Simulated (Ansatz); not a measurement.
# GeH₄S₃: basis-set convergence

How large a basis does GeH₄S₃ need? Two functionals are run in growing sets.

Method: one geometry, several basis sets; program: Ansatz 0.2.0, Gaussian basis.

Plan: PBE0-D4/def2-SVP; ωB97M-V/def2-SVP; PBE0-D4/def2-QZVPP; ωB97M-V/def2-QZVPP; the functionals' def2-TZVPP values are taken from earlier runs.

### Step 1. The geometry

An earlier PBE0-D4 in a triple-zeta def2 set relaxation fixed the geometry.

SMILES `[SH][GeH]([SH])[SH]`, 8 atoms, charge 0, spin multiplicity 1.

Atoms are counted from 1 here; the program's logs count them from 0.

Bond lengths: S1–Ge2 2.212 Å, S1–H5 1.344 Å, Ge2–S3 2.215 Å, Ge2–S4 2.219 Å, Ge2–H6 1.537 Å, S3–H7 1.345 Å, S4–H8 1.345 Å. Angles: Ge2–S1–H5 93.4°, S1–Ge2–S3 107.8°, S1–Ge2–S4 113.5°, S1–Ge2–H6 105.7°, S3–Ge2–S4 105.5°, S3–Ge2–H6 113.5°, S4–Ge2–H6 111.0°, Ge2–S3–H7 93.7°, Ge2–S4–H8 93.9°.

### Step 2. PBE0-D4 in def2-SVP

Contents of in.yaml:

```yaml
crystal:
  periodic: [false, false, false]
  atoms:
    - {symbol: S, position_ang: [-1.113661, 1.862856, -0.574526]}
    - {symbol: Ge, position_ang: [0.124776, 0.265061, 0.323154]}
    - {symbol: S, position_ang: [2.045424, 0.199385, -0.777935]}
    - {symbol: S, position_ang: [-0.751484, -1.762453, 0.107140]}
    - {symbol: H, position_ang: [-1.216404, 1.229789, -1.755278]}
    - {symbol: H, position_ang: [0.280787, 0.642216, 1.804541]}
    - {symbol: H, position_ang: [2.437668, -0.950847, -0.201993]}
    - {symbol: H, position_ang: [-1.714906, -1.543107, 1.019095]}
basis:
  gaussian: {orbitals: def2-SVP}
hamiltonian: {xc: pbe0, dispersion: d4}
output: {orbitals: {seedname: orbitals}}
```

On the command line:

```sh
> ansatz run in.yaml --threads 4 --pin off --events-out ev --progress --plain --max-ram 10444MiB
```

Further steps of the session: ωB97M-V in def2-SVP; PBE0-D4 in def2-QZVPP; ωB97M-V in def2-QZVPP.

**Question.** What will the summary of the whole plan be? Wanted: PBE0-D4: double and triple zeta above quadruple; ωB97M-V: double and triple zeta above quadruple.

The runs gave:

| quantity | value |
| --- | --- |
| PBE0-D4: double and triple zeta above quadruple | 20.75, 2.21 eV |
| ωB97M-V: double and triple zeta above quadruple | 20.58, 2.13 eV |

What this shows: For PBE0-D4 the step from double to triple zeta gains 18.54 eV and the next only 2.21 eV. Total energies overstate the basis error of differences, where much of it tends to cancel. The LUMO of ωB97M-V is positive and keeps falling with the basis (1.65 to 0.85 eV): an unbound level that the basis holds in place.
